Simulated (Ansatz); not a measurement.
**Be2Co under changes of volume**

One of the cells (9.134 Å³/atom); the others are scaled copies at fixed shape and fractional positions:

```
Co Be
1.0
     0.00000    1.91949    5.33254
     1.33849    0.00000    5.33254
     1.33849    1.91949    0.00000
Co Be
1 2
Direct
  0.00000 0.00000 0.00000
  0.66394 0.66394 0.33606
  0.33606 0.33606 0.66394
```

The cell comes from a database or a generator and needn't be the stable form of this composition.

| Property | Result |
| --- | --- |
| Program | Ansatz 0.2.0 |
| Functional | PBE |
| Potentials or basis | Ansatz PAW |
| Cutoff | 420 eV (not typed: the program's choice for these potentials) |
| k mesh | 12 × 12 × 12 |
| Occupations | fermi-dirac, width 0.05 eV |
| Spin | collinear spin, ferromagnetic start |
| Starting moments | [2.0, 0.0, 0.0] μB |

```tsv
volume (Å³/atom)	energy over the lowest point (meV/atom)	pressure (GPa)	moment (μB per cell)	largest force (eV/Å)
8.586	15.04	9.6	0.65	0.167
8.768	?	?	?	?
8.951	1.73	3.0	1.00	0.119
9.134	0.00	-0.2	1.07	0.082
9.316	1.91	-3.2	1.11	0.043
9.499	7.05	-5.8	1.15	0.007
9.682	15.11	-8.3	1.19	0.026
```

Q: What does the run at 8.768 Å³/atom give?

A: Energy over the lowest point 6.51 meV/atom; pressure 5.7 GPa; moment 0.74 μB per cell; largest force 0.119 eV/Å.

Worked out: A Birch-Murnaghan fit of order 3 (a polynomial in V^(-2/3)) to the other rows has its minimum at 9.13 Å³/atom with B0 = V·E''(V) = 146 GPa (rough, since the energies scatter) at fixed shape and positions, which overstates the stiffness. It gives 6.62 meV/atom at 8.768 Å³/atom, against the run's 6.51, and -dE/dV = 5.9 GPa, against 5.7. A parabola through the other rows of the moment, of slope 0.831 μB per Å³/atom there, gives 0.83 μB, against the run's 0.74.

Energies are extrapolated to zero smearing.
